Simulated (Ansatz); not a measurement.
# ScF3: pressure against volume

One table from this session's results is given with a row withheld; the runs are named, their logs left out.

Method: DFT LDA, scalar-relativistic, in Ansatz 0.2.0.

### The structure to begin with

It takes space group Pm-3m (No. 221, cubic). Conventional cell: a = 4.012 Å, b = 4.012 Å, c = 4.012 Å, α = 90.00°, β = 90.00°, γ = 90.00°. Sc (site symmetry m-3m) is surrounded by 6 F at 2.01 Å. F (site symmetry 4/mmm) has 2 Sc at 2.01 Å as nearest neighbours.

Structure file:

```xyz
4
Lattice="4.0125 0.0000 0.0000 0.0000 4.0125 0.0000 0.0000 0.0000 4.0125" Properties=species:S:1:pos:R:3 pbc="T T T"
Sc    0.0000    0.0000    0.0000
F     2.0062    0.0000    0.0000
F     0.0000    2.0062    0.0000
F     0.0000    0.0000    2.0062
```

Atoms are numbered in the order of the input: Sc1, F2, F3, F4.

Set-up of the first run:

input.yaml

```yaml
crystal:
  lattice:
    - [3.9582210551, 0.0, 0.0]
    - [0.0, 3.9582210551, 0.0]
    - [0.0, 0.0, 3.9582210551]
  atoms:
    - { symbol: Sc, position: [0.0, 0.0, 0.0] }
    - { symbol: F, position: [0.5, 0.0, 0.0] }
    - { symbol: F, position: [0.0, 0.5, 0.0] }
    - { symbol: F, position: [0.0, 0.0, 0.5] }
kpoints:
  mp_grid: { grid: [6, 6, 6] }
  band_path:
    path:
      - [0.0, 0.0, 0.0]
      - [0.0, 0.5, 0.0]
      - [0.5, 0.5, 0.0]
      - [0.0, 0.0, 0.0]
      - [0.5, 0.5, 0.5]
      - [0.0, 0.5, 0.0]
      - [0.5, 0.5, 0.5]
      - [0.5, 0.5, 0.0]
    npoints: 5
scf:
  occupations: { method: fermi_dirac, width: 0.02 }
hamiltonian:
  xc: lda
  pseudopotentials: { kind: all_electron, lapw: { basis_error: 0.001 } }
output:
  forces: true
  stress: true
  eigenvalues: true
```

Launch:

```console
ansatz run input.yaml --threads 1 --pin off --max-ram 4096MiB --backend cpu --events-out ev --progress --plain --runs-dir out
```

Steps of the session up to this table: Volume × 0.96, LAPW; Volume × 0.96, PAW; Volume × 0.96, crystal datasets; Volume × 0.99, LAPW; Volume × 0.99, PAW; Volume × 0.99, crystal datasets; Volume × 1.02, LAPW; Volume × 1.02, PAW; Volume × 1.02, crystal datasets; Volume × 1.06, LAPW; Volume × 1.06, PAW; Volume × 1.06, crystal datasets.

One of the session's tables, all rows but one given; the rest of the session is left out.

```
          method  volume (Å³/atom)  pressure (GPa)  gap on the k mesh (eV)
            LAPW            15.504            1.27                    6.42
            LAPW            15.988           -1.96                    6.26
            LAPW            16.473               ?                       ?
            LAPW            17.119           -7.68                    5.91
             PAW            15.504            1.21                    6.42
             PAW            15.988           -2.01                    6.26
             PAW            16.473           -4.74                    6.11
             PAW            17.119           -7.73                    5.91
crystal datasets            15.504            1.27                    6.42
crystal datasets            15.988           -1.96                    6.26
crystal datasets            16.473           -4.68                    6.11
crystal datasets            17.119           -7.68                    5.91
```

Estimate the missing values for LAPW, 16.473.

**Answer.** pressure (GPa): -4.69; gap on the k mesh (eV): 6.11. In the column «pressure (GPa)» it lies between PAW, 16.473 (-4.74) and crystal datasets, 16.473 (-4.68).

Caveats from the session: Shape and positions are held, so a fully relaxed modulus can be lower. Warnings in the runs' records: crystal datasets made.
